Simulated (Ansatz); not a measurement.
# CO on Pt (111)

The task, for Pt: find where and how strongly CO adsorbs.

Method: DFT PBE+D3(BJ), scalar-relativistic, plane waves, PAW, in Ansatz 0.2.0.

2 further runs of the same task are left out: 2 set aside as unsound or not needed.

### Step 1. Starting point

It takes space group P3m1 (No. 156, trigonal). The conventional cell has a = 2.778 Å, b = 2.778 Å, c = 23.805 Å, α = 90.00°, β = 90.00°, γ = 120.00°. Around Pt (site symmetry 3m) lie 9 Pt at 2.78 Å. Pt (site symmetry 3m) has 12 Pt at 2.77 to 2.78 Å as nearest neighbours. Pt (site symmetry 3m) is surrounded by 12 Pt at 2.77 to 2.80 Å. Around Pt (site symmetry 3m) lie 9 Pt at 2.78 to 2.80 Å.

Coordinates:

```
CELL_PARAMETERS angstrom
5.55589 0.00000 0.00000
-1.38897 2.40577 0.00000
0.00000 0.00000 23.80455
ATOMIC_POSITIONS crystal
Pt 0.33333 0.33333 0.35707
Pt 0.83333 0.33333 0.35707
Pt 0.66667 0.66667 0.45236
Pt 0.16667 0.66667 0.45236
Pt 0.00000 0.00000 0.54700
Pt 0.50000 0.00000 0.54700
Pt 0.33333 0.33333 0.64337
Pt 0.83333 0.33333 0.64337
```

Miller indices refer to the conventional cell of the relaxed bulk, Fm-3m (No. 225): a = 3.929 Å, b = 3.929 Å, c = 3.929 Å, α = 90.00°, β = 90.00°, γ = 90.00°.

It is a (111) slab, 6.8 Å thick as cut, with 17 Å of vacuum, in a 2×1 surface cell; its outer planes are Pt (top) and Pt (bottom). An earlier relaxation, lower half held, gave -100186.3739 eV, work function 5.70 eV.

### Step 2. CO at the top (Pt) site

input.yaml reads:

```yaml
crystal:
  lattice:
    - [5.5558884579, 0.0, 0.0]
    - [-1.3889721145, 2.4057702726, 0.0]
    - [0.0, 0.0, 26.9545458948]
  atoms:
    - { symbol: Pt, position: [0.3333333333, 0.3333333333, 0.3153456947] }
    - { symbol: Pt, position: [0.8333333333, 0.3333333333, 0.3153456947] }
    - { symbol: Pt, position: [0.6666666667, 0.6666666667, 0.3994940968] }
    - { symbol: Pt, position: [0.1666666667, 0.6666666667, 0.3994940968] }
    - { symbol: Pt, position: [2.522e-07, 2.522e-07, 0.4830741762] }
    - { symbol: Pt, position: [0.5000002522, 2.522e-07, 0.4830741762] }
    - { symbol: Pt, position: [0.3333335959, 0.3333335959, 0.5681824281] }
    - { symbol: Pt, position: [0.8333335959, 0.3333335959, 0.5681824281] }
    - { symbol: C, position: [0.3333335959, 0.3333335959, 0.6490593239] }
    - { symbol: O, position: [0.3333335959, 0.3333335959, 0.6917237415] }
basis:
  ecutwfc: 420
kpoints:
  mp_grid: { grid: [6, 12, 1] }
hamiltonian:
  xc: pbe
  dispersion: d3bj
scf:
  occupations: { method: gaussian, width: 0.1 }
output:
  forces: true
  eigenvalues: true
  write_density: true
  write_potential: true
  elf: true
  volumetric_format: npy
relax:
  adjacent_minimum: "off"
  f_tol: 0.03
  max_steps: 70
  constraints: [{ sites: [0, 1, 2, 3] }]
efield:
  axis: 3
  dipole_correction: true
```

Run with:

```console
> ansatz run input.yaml --threads 2 --pin off --max-ram 5120MiB --backend cpu --events-out ev --progress --plain --runs-dir out
```

Further runs follow: start: CO, hollow (nearest Pt); CO put at a bridge (Pt-Pt) site; CO put at a hollow (nearest Pt) site.

**Question.** What will these runs give? Wanted: CO: lowest end.

**Answer**, as computed:

| quantity | value |
| --- | --- |
| CO: lowest end | E_ads -1.64 eV, from the hollow (nearest Pt) start, 3 bonded, 1.31 Å high |

What this shows: CO binds with 1.64 eV at best, a moderate chemical bond; the ends span 0.07 eV. It raises the work function by 1.19 eV, as a dipole layer with its negative end outwards does. A start on a symmetric site keeps its symmetry, so an end may be a saddle point and not a minimum. Spin-orbit coupling is left out for Pt.
